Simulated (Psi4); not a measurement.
# TD-wB97X/cc-pVDZ (save jk yes, sweep point 2) run of GaSiH4F (SMILES [F][GaH][SiH3])

We compute the vertical excitations of GaSiH4F. 

Program for the calculation: Psi4 1.11.

3 further runs of the same task are left out: 3 set aside as unsound or not needed.

**1. The system as given**

GaSiH4F has 7 atoms, charge 0, and is taken as a singlet. SMILES: `[F][GaH][SiH3]`. The shape is that of a PBE0-D4/def2-TZVP optimisation.

Bond lengths: F1–Ga2 1.766 Å, Ga2–Si3 2.406 Å, Ga2–H4 1.565 Å, Si3–H5 1.487 Å, Si3–H6 1.487 Å, Si3–H7 1.487 Å. Angles: F1–Ga2–Si3 112.7°, F1–Ga2–H4 112.3°, Si3–Ga2–H4 135.0°, Ga2–Si3–H5 109.4°, Ga2–Si3–H6 111.2°, Ga2–Si3–H7 109.6°, H5–Si3–H6 108.8°, H5–Si3–H7 108.9°, H6–Si3–H7 108.9°.

**2. The excited states at TD-wB97X/cc-pVDZ (save jk yes, sweep point 2)**

File fgah4si.dat:

```
memory 1600 mb

molecule mol {
  F      0.231600    -2.152100     1.342200
  Ga     0.019100    -0.400000     1.279300
  Si    -0.029700     0.450800    -0.970800
  H     -0.096900     0.235400     2.704700
  H     -1.196100    -0.125700    -1.691600
  H     -0.144400     1.933400    -0.983000
  H      1.216400     0.058100    -1.680800
  symmetry c1
}

set globals {
  basis cc-pVDZ
  puream true
  scf_type pk
  dft_radial_points 99
  dft_spherical_points 590
  save_jk true
}

from psi4.driver.procrouting.response.scf_response import tdscf_excitations
E, wfn = energy('wb97x', return_wfn=True)
states = tdscf_excitations(wfn, states=2, tda=False)
```

Started as:

```sh
$ psi4 -n 1 fgah4si.dat fgah4si.out
```

Q: Predict the results. Wanted: ground-state or mean-field energy; dipole moment; HOMO energy; LUMO energy; HOMO–LUMO gap; lowest excitation energy.

Computed results:

Level: TD-wB97X/cc-pVDZ (save jk yes, sweep point 2).

| quantity | value |
| --- | --- |
| ground-state or mean-field energy | -2316.60903 Eh |
| dipole moment (wB97X Kohn–Sham density) | 2.22 D |
| HOMO energy (wB97X Kohn–Sham orbitals) | -10.19 eV |
| LUMO energy (wB97X Kohn–Sham orbitals) | 0.09 eV |
| HOMO–LUMO gap (wB97X Kohn–Sham orbitals) | 10.28 eV |
| lowest excitation energy | 4.86 eV |

In words: The brightest of the 2 transitions from the ground state lies at 7.05 eV (176 nm, f = 0.020); the lowest, at 4.86 eV, has f = 0.006.
